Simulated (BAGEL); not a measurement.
# A workflow on Si2H6O2 (SMILES O[SiH2][SiH2]O)

We compute a series of 8 runs (RI-MP2/def2-SV(P)) of H6O2Si2. 

The calculation is run with BAGEL 1.2.2.

## 1. Starting point

Si2H6O2 has 10 atoms, charge 0, and is taken as a singlet. SMILES: `O[SiH2][SiH2]O`. One bond was lengthened or shortened from a relaxed shape.

Bond lengths: O1–Si2 1.656 Å, Si2–Si3 2.357 Å, Si3–O4 1.656 Å, O1–H5 0.958 Å, Si2–H6 1.487 Å, Si2–H7 1.494 Å, Si3–H8 1.270 Å, Si3–H9 1.487 Å, O4–H10 0.958 Å. Some angles: O1–Si2–Si3 112.1°, Si2–Si3–O4 112.1°, O1–Si2–H6 105.4°, O1–Si2–H7 111.3°, Si3–Si2–H6 110.5°, Si3–Si2–H7 109.5°, Si2–O1–H5 117.4°, Si2–Si3–H8 109.5°, Si2–Si3–H9 110.5°, O4–Si3–H8 111.3°.

## 2. A single-point energy at RI-MP2/def2-SV(P) (density fitting with svp-jkfit) (run 1)

mp2.json

```json
{ "bagel" : [

{
  "title" : "molecule",
  "basis" : "def2-sv_p_.json",
  "df_basis" : "svp-jkfit",
  "angstrom" : false,
  "geometry" : [
    { "atom" : "O", "xyz" : [ -2.32626987,  3.40897333,  1.93664991 ] },
    { "atom" : "Si", "xyz" : [ -0.17651743,  1.13808945,  1.80569189 ] },
    { "atom" : "Si", "xyz" : [ -0.67332643, -1.43118219, -1.79877172 ] },
    { "atom" : "O", "xyz" : [  1.47302451, -3.70527861, -1.92576131 ] },
    { "atom" : "H", "xyz" : [ -2.30737261,  4.65203518,  0.62102259 ] },
    { "atom" : "H", "xyz" : [ -0.54199046, -0.37161275,  4.14781845 ] },
    { "atom" : "H", "xyz" : [  2.43886353,  2.19765889,  1.85595861 ] },
    { "atom" : "H", "xyz" : [ -2.89789501, -2.32814259, -1.84342783 ] },
    { "atom" : "H", "xyz" : [ -0.30275113,  0.07663028, -4.14127622 ] },
    { "atom" : "H", "xyz" : [  1.45129266, -4.94701765, -0.60881118 ] }
  ]
},
{
  "title" : "hf"
},
{
  "title" : "mp2",
  "ncore" : 12
}

]}
```

The basis set def2-SV(P) is read from a file made from the Basis Set Exchange's data (not shown).

Run with:

```bash
$ BAGEL_NUM_THREADS=1 BAGEL mp2.json > mp2.out
```

Output:

```text
* using 1 threads per process

  ===============================================================
  ===============================================================

  *** Geometry ***

  { "atom" : "O", "xyz" : [     -2.326270,      3.408973,      1.936650 ] },
  { "atom" : "Si", "xyz" : [     -0.176517,      1.138089,      1.805692 ] },
  { "atom" : "Si", "xyz" : [     -0.673326,     -1.431182,     -1.798772 ] },
  { "atom" : "O", "xyz" : [      1.473025,     -3.705279,     -1.925761 ] },
  { "atom" : "H", "xyz" : [     -2.307373,      4.652035,      0.621023 ] },
  { "atom" : "H", "xyz" : [     -0.541990,     -0.371613,      4.147818 ] },
  { "atom" : "H", "xyz" : [      2.438864,      2.197659,      1.855959 ] },
  { "atom" : "H", "xyz" : [     -2.897895,     -2.328143,     -1.843428 ] },
  { "atom" : "H", "xyz" : [     -0.302751,      0.076630,     -4.141276 ] },
  { "atom" : "H", "xyz" : [      1.451293,     -4.947018,     -0.608811 ] },

  Number of auxiliary basis functions:      518

  Since a DF basis is specified, we compute 2- and 3-index integrals:
    o Being stored without compression. Storage requirement is 0.024 GB

  Number of basis functions:       76
  Number of electrons      :       50

    * METHOD: MOLECULE                             0.25

  *** RHF ***

  === Nuclear Repulsion ===
   223.0849019879

      * DIIS with orbital gradients will be used.

  === RHF iteration (def2-sv_p_.json) ===
      0       -730.50585659          0.02439880           0.08
      1       -730.67838909          0.01623549           0.08
      2       -730.78987025          0.00146381           0.08
      3       -730.79144377          0.00018667           0.08
      4       -730.79147333          0.00004737           0.08
      5       -730.79147554          0.00001572           0.08
      6       -730.79147568          0.00000628           0.08
      7       -730.79147571          0.00000130           0.08
      8       -730.79147571          0.00000037           0.08
      9       -730.79147571          0.00000014           0.08
     10       -730.79147571          0.00000004           0.08
     11       -730.79147571          0.00000001           0.08
     12       -730.79147571          0.00000000           0.08
    * SCF iteration converged.

    * Permanent dipole moment:
           (    0.134044,     0.072666,     0.024649) a.u.

    * METHOD: HF                                   1.15

  *** RHF ***

  === Nuclear Repulsion ===
   223.0849019879

      * DIIS with orbital gradients will be used.

  === RHF iteration (def2-sv_p_.json) ===
      0       -730.79147571          0.00000000           0.07
    * SCF iteration converged.

    * Permanent dipole moment:
           (    0.134044,     0.072666,     0.024649) a.u.

  === DF-MP2 calculation ===

    * freezing 12 orbitals
    * 3-index integral transformation done
    * assembly done

      MP2 correlation energy:   -0.5233173930      0.04

      MP2 total energy:       -731.3147931018

    * METHOD: MP2                                  0.21

  ===============================================================
```

Run time: 1.7 s. Hardware: 1 thread of Arm Neoverse V1, shared host; peak memory 0.18 GiB.

## 3. Bond 8-3 at 1.493 A: the energy at RI-MP2/def2-SV(P) (density fitting with svp-jkfit) (run 2)

mp2.json

```json
{ "bagel" : [

{
  "title" : "molecule",
  "basis" : "def2-sv_p_.json",
  "df_basis" : "svp-jkfit",
  "angstrom" : false,
  "geometry" : [
    { "atom" : "O", "xyz" : [ -1.93375107,  3.56723790,  1.94452818 ] },
    { "atom" : "Si", "xyz" : [  0.21600137,  1.29635401,  1.81357016 ] },
    { "atom" : "Si", "xyz" : [ -0.28080763, -1.27291763, -1.79089345 ] },
    { "atom" : "O", "xyz" : [  1.86554330, -3.54701405, -1.91788304 ] },
    { "atom" : "H", "xyz" : [ -1.91485381,  4.81029974,  0.62890085 ] },
    { "atom" : "H", "xyz" : [ -0.14947167, -0.21334819,  4.15569672 ] },
    { "atom" : "H", "xyz" : [  2.83138232,  2.35592345,  1.86383688 ] },
    { "atom" : "H", "xyz" : [ -2.89789501, -2.32814259, -1.84342783 ] },
    { "atom" : "H", "xyz" : [  0.08976766,  0.23489485, -4.13339795 ] },
    { "atom" : "H", "xyz" : [  1.84381145, -4.78875308, -0.60093291 ] }
  ]
},
{
  "title" : "hf",
  "charge" : 0
},
{
  "title" : "mp2",
  "charge" : 0,
  "ncore" : 12
}

]}
```

The basis set def2-SV(P) is read from a file made from the Basis Set Exchange's data (not shown).

Run with:

```bash
$ BAGEL_NUM_THREADS=1 BAGEL mp2.json > mp2.out
```

Output:

```text
* using 1 threads per process

  ===============================================================
  ===============================================================

  *** Geometry ***

  { "atom" : "O", "xyz" : [     -1.933751,      3.567238,      1.944528 ] },
  { "atom" : "Si", "xyz" : [      0.216001,      1.296354,      1.813570 ] },
  { "atom" : "Si", "xyz" : [     -0.280808,     -1.272918,     -1.790893 ] },
  { "atom" : "O", "xyz" : [      1.865543,     -3.547014,     -1.917883 ] },
  { "atom" : "H", "xyz" : [     -1.914854,      4.810300,      0.628901 ] },
  { "atom" : "H", "xyz" : [     -0.149472,     -0.213348,      4.155697 ] },
  { "atom" : "H", "xyz" : [      2.831382,      2.355923,      1.863837 ] },
  { "atom" : "H", "xyz" : [     -2.897895,     -2.328143,     -1.843428 ] },
  { "atom" : "H", "xyz" : [      0.089768,      0.234895,     -4.133398 ] },
  { "atom" : "H", "xyz" : [      1.843811,     -4.788753,     -0.600933 ] },

  Number of auxiliary basis functions:      518

  Since a DF basis is specified, we compute 2- and 3-index integrals:
    o Being stored without compression. Storage requirement is 0.024 GB

  Number of basis functions:       76
  Number of electrons      :       50

    * METHOD: MOLECULE                             0.25

  *** RHF ***

  === Nuclear Repulsion ===
   221.9017252409

      * DIIS with orbital gradients will be used.

  === RHF iteration (def2-sv_p_.json) ===
      0       -730.52953371          0.02441247           0.07
      1       -730.70145100          0.01632975           0.08
      2       -730.81436022          0.00144232           0.08
      3       -730.81591409          0.00018105           0.08
      4       -730.81594187          0.00004321           0.08
      5       -730.81594384          0.00000753           0.08
      6       -730.81594391          0.00000219           0.08
      7       -730.81594391          0.00000051           0.08
      8       -730.81594391          0.00000011           0.08
      9       -730.81594391          0.00000004           0.08
     10       -730.81594391          0.00000002           0.08
     11       -730.81594391          0.00000000           0.08
    * SCF iteration converged.

    * Permanent dipole moment:
           (    0.000613,    -0.000743,     0.000229) a.u.

    * METHOD: HF                                   1.07

  *** RHF ***

  === Nuclear Repulsion ===
   221.9017252409

      * DIIS with orbital gradients will be used.

  === RHF iteration (def2-sv_p_.json) ===
      0       -730.81594391          0.00000000           0.07
    * SCF iteration converged.

    * Permanent dipole moment:
           (    0.000613,    -0.000743,     0.000229) a.u.

  === DF-MP2 calculation ===

    * freezing 12 orbitals
    * 3-index integral transformation done
    * assembly done

      MP2 correlation energy:   -0.5252499483      0.04

      MP2 total energy:       -731.3411938610

    * METHOD: MP2                                  0.21

  ===============================================================
```

Run time: 1.6 s. Hardware: 1 thread of Arm Neoverse V1, shared host; peak memory 0.18 GiB.

Runs 3 to 4 aren't shown in full; the table further down has their settings and results.

## 4. Bond 8-3 at 2.390 A: a single-point energy at RI-MP2/def2-SV(P) (density fitting with svp-jkfit) (run 5)

mp2.json

```json
{ "bagel" : [

{
  "title" : "molecule",
  "basis" : "def2-sv_p_.json",
  "df_basis" : "svp-jkfit",
  "angstrom" : false,
  "geometry" : [
    { "atom" : "O", "xyz" : [    -0.36349827,     4.20037363,     1.97604881 ] },
    { "atom" : "Si", "xyz" : [     1.78625417,     1.92948974,     1.84509079 ] },
    { "atom" : "Si", "xyz" : [     1.28944517,    -0.63978190,    -1.75937282 ] },
    { "atom" : "O", "xyz" : [     3.43579610,    -2.91387832,    -1.88636241 ] },
    { "atom" : "H", "xyz" : [    -0.34460101,     5.44343547,     0.66042149 ] },
    { "atom" : "H", "xyz" : [     1.42078114,     0.41978754,     4.18721735 ] },
    { "atom" : "H", "xyz" : [     4.40163513,     2.98905918,     1.89535751 ] },
    { "atom" : "H", "xyz" : [    -2.89789501,    -2.32814259,    -1.84342783 ] },
    { "atom" : "H", "xyz" : [     1.66002047,     0.86803058,    -4.10187732 ] },
    { "atom" : "H", "xyz" : [     3.41406425,    -4.15561735,    -0.56941228 ] }
  ]
},

{ "title" : "hf" },

{ "title" : "mp2", "ncore" : 12 }

]}
```

The basis set def2-SV(P) is read from a file made from the Basis Set Exchange's data (not shown).

Run with:

```bash
$ BAGEL_NUM_THREADS=1 BAGEL mp2.json > mp2.out
```

Output:

```text
* using 1 threads per process

  ===============================================================
  ===============================================================

  *** Geometry ***

  { "atom" : "O", "xyz" : [     -0.363498,      4.200374,      1.976049 ] },
  { "atom" : "Si", "xyz" : [      1.786254,      1.929490,      1.845091 ] },
  { "atom" : "Si", "xyz" : [      1.289445,     -0.639782,     -1.759373 ] },
  { "atom" : "O", "xyz" : [      3.435796,     -2.913878,     -1.886362 ] },
  { "atom" : "H", "xyz" : [     -0.344601,      5.443435,      0.660421 ] },
  { "atom" : "H", "xyz" : [      1.420781,      0.419788,      4.187217 ] },
  { "atom" : "H", "xyz" : [      4.401635,      2.989059,      1.895358 ] },
  { "atom" : "H", "xyz" : [     -2.897895,     -2.328143,     -1.843428 ] },
  { "atom" : "H", "xyz" : [      1.660020,      0.868031,     -4.101877 ] },
  { "atom" : "H", "xyz" : [      3.414064,     -4.155617,     -0.569412 ] },

  Number of auxiliary basis functions:      518

  Since a DF basis is specified, we compute 2- and 3-index integrals:
    o Being stored without compression. Storage requirement is 0.024 GB

  Number of basis functions:       76
  Number of electrons      :       50

    * METHOD: MOLECULE                             0.25

  *** RHF ***

  === Nuclear Repulsion ===
   218.9917253102

      * DIIS with orbital gradients will be used.

  === RHF iteration (def2-sv_p_.json) ===
      0       -730.42543478          0.02458681           0.07
      1       -730.59639139          0.01686587           0.07
      2       -730.71637341          0.00145312           0.07
      3       -730.71806483          0.00024489           0.07
      4       -730.71811336          0.00008833           0.07
      5       -730.71811861          0.00003097           0.07
      6       -730.71811935          0.00000927           0.07
      7       -730.71811944          0.00000219           0.08
      8       -730.71811945          0.00000072           0.07
      9       -730.71811945          0.00000033           0.07
     10       -730.71811945          0.00000011           0.07
     11       -730.71811945          0.00000004           0.08
     12       -730.71811945          0.00000002           0.07
     13       -730.71811945          0.00000000           0.07
    * SCF iteration converged.

    * Permanent dipole moment:
           (   -0.809757,    -0.401036,    -0.137734) a.u.

    * METHOD: HF                                   1.19

  *** RHF ***

  === Nuclear Repulsion ===
   218.9917253102

      * DIIS with orbital gradients will be used.

  === RHF iteration (def2-sv_p_.json) ===
      0       -730.71811945          0.00000000           0.07
    * SCF iteration converged.

    * Permanent dipole moment:
           (   -0.809757,    -0.401036,    -0.137733) a.u.

  === DF-MP2 calculation ===

    * freezing 12 orbitals
    * 3-index integral transformation done
    * assembly done

      MP2 correlation energy:   -0.5360862149      0.04

      MP2 total energy:       -731.2542056663

    * METHOD: MP2                                  0.21

  ===============================================================
```

It took 1.8 s on 1 thread of Arm Neoverse V1, shared host; peak memory 0.18 GiB.

Runs 6 to 7 aren't shown in full; the table further down has their settings and results.

## 5. Bond 8-3 at 4.182 A: the energy at RI-MP2/def2-SV(P) (density fitting with svp-jkfit) (run 8)

input.json

```json
{ "bagel": [

{
  "title": "molecule",
  "basis": "def2-sv_p_.json",
  "df_basis": "svp-jkfit",
  "geometry": [
    { "atom": "O", "xyz": [     2.77700734,     5.46664509,     2.03909008 ] },
    { "atom": "Si", "xyz": [     4.92675978,     3.19576120,     1.90813206 ] },
    { "atom": "Si", "xyz": [     4.42995078,     0.62648956,    -1.69633155 ] },
    { "atom": "O", "xyz": [     6.57630172,    -1.64760685,    -1.82332115 ] },
    { "atom": "H", "xyz": [     2.79590460,     6.70970693,     0.72346275 ] },
    { "atom": "H", "xyz": [     4.56128675,     1.68605900,     4.25025862 ] },
    { "atom": "H", "xyz": [     7.54214074,     4.25533064,     1.95839877 ] },
    { "atom": "H", "xyz": [    -2.89789501,    -2.32814259,    -1.84342783 ] },
    { "atom": "H", "xyz": [     4.80052608,     2.13430204,    -4.03883606 ] },
    { "atom": "H", "xyz": [     6.55456987,    -2.88934589,    -0.50637101 ] }
  ]
},

{ "title": "hf" },

{ "title": "mp2", "ncore": 12 }

]}
```

The basis set def2-SV(P) is read from a file made from the Basis Set Exchange's data (not shown).

Run with:

```bash
$ BAGEL_NUM_THREADS=1 BAGEL input.json > input.out
```

Output:

```text
* using 1 threads per process

  ===============================================================
  ===============================================================

  *** Geometry ***

  { "atom" : "O", "xyz" : [      2.777007,      5.466645,      2.039090 ] },
  { "atom" : "Si", "xyz" : [      4.926760,      3.195761,      1.908132 ] },
  { "atom" : "Si", "xyz" : [      4.429951,      0.626490,     -1.696332 ] },
  { "atom" : "O", "xyz" : [      6.576302,     -1.647607,     -1.823321 ] },
  { "atom" : "H", "xyz" : [      2.795905,      6.709707,      0.723463 ] },
  { "atom" : "H", "xyz" : [      4.561287,      1.686059,      4.250259 ] },
  { "atom" : "H", "xyz" : [      7.542141,      4.255331,      1.958399 ] },
  { "atom" : "H", "xyz" : [     -2.897895,     -2.328143,     -1.843428 ] },
  { "atom" : "H", "xyz" : [      4.800526,      2.134302,     -4.038836 ] },
  { "atom" : "H", "xyz" : [      6.554570,     -2.889346,     -0.506371 ] },

  Number of auxiliary basis functions:      518

  Since a DF basis is specified, we compute 2- and 3-index integrals:
    o Being stored without compression. Storage requirement is 0.024 GB

  Number of basis functions:       76
  Number of electrons      :       50

    * METHOD: MOLECULE                             0.25

  *** RHF ***

  === Nuclear Repulsion ===
   216.2809032545

      * DIIS with orbital gradients will be used.

  === RHF iteration (def2-sv_p_.json) ===
      0       -730.18922288          0.02544805           0.08
      1       -730.17854888          0.02178064           0.08
      2       -730.52314568          0.00557193           0.08
      3       -730.56970822          0.00148576           0.08
      4       -730.57190359          0.00033266           0.08
      5       -730.57206481          0.00011995           0.08
      6       -730.57207795          0.00004776           0.07
      7       -730.57208111          0.00001692           0.07
      8       -730.57208153          0.00000600           0.08
      9       -730.57208159          0.00000221           0.08
     10       -730.57208160          0.00000088           0.08
     11       -730.57208160          0.00000044           0.07
     12       -730.57208160          0.00000012           0.08
     13       -730.57208160          0.00000006           0.07
     14       -730.57208160          0.00000002           0.07
     15       -730.57208160          0.00000001           0.07
    * SCF iteration converged.

    * Permanent dipole moment:
           (   -2.354661,    -1.072429,    -0.290953) a.u.

    * METHOD: HF                                   1.36

  *** RHF ***

  === Nuclear Repulsion ===
   216.2809032545

      * DIIS with orbital gradients will be used.

  === RHF iteration (def2-sv_p_.json) ===
      0       -730.57208160          0.00000001           0.07
    * SCF iteration converged.

    * Permanent dipole moment:
           (   -2.354664,    -1.072430,    -0.290953) a.u.

  === DF-MP2 calculation ===

    * freezing 12 orbitals
    * 3-index integral transformation done
    * assembly done

      MP2 correlation energy:   -0.5833148666      0.04

      MP2 total energy:       -731.1553964634

    * METHOD: MP2                                  0.20

  ===============================================================
```

Run time: 1.9 s. Hardware: 1 thread of Arm Neoverse V1, shared host; peak memory 0.18 GiB.

## 6. The series

| run | partner | energy (Eh) | correlation energy (mEh) | wall time |
| --- | --- | --- | --- | --- |
| 1 | bond 8-3 at 1.269 A | -731.314793 | -523.3 | 1.7 s |
| 2 | bond 8-3 at 1.493 A | -731.341194 | -525.2 | 1.6 s |
| 3 | bond 8-3 at 1.718 A | -731.330027 | -527.5 | 1.7 s |
| 4 | bond 8-3 at 2.016 A | -731.297150 | -531.0 | 1.8 s |
| 5 | bond 8-3 at 2.390 A | -731.254206 | -536.1 | 1.8 s |
| 6 | bond 8-3 at 2.838 A | -731.212136 | -544.0 | 1.8 s |
| 7 | bond 8-3 at 3.435 A | -731.174856 | -558.3 | 1.8 s |
| 8 | bond 8-3 at 4.182 A | -731.155396 | -583.3 | 1.9 s |

## 7. Outcome

| quantity | value |
| --- | --- |
| bond 8-3 at 4.182 A: total energy | -731.15540 Eh |
| bond 8-3 at 4.182 A: correlation energy (12 core orbitals frozen) | -583.3 mEh |

In words: The lowest energy is that of run 2; the highest lies 5.056 eV above it. In runs 6, 7, 8 a closed-shell determinant meets a far-stretched bond, which it describes badly. All runs together took 14 s, the longest 1.9 s.
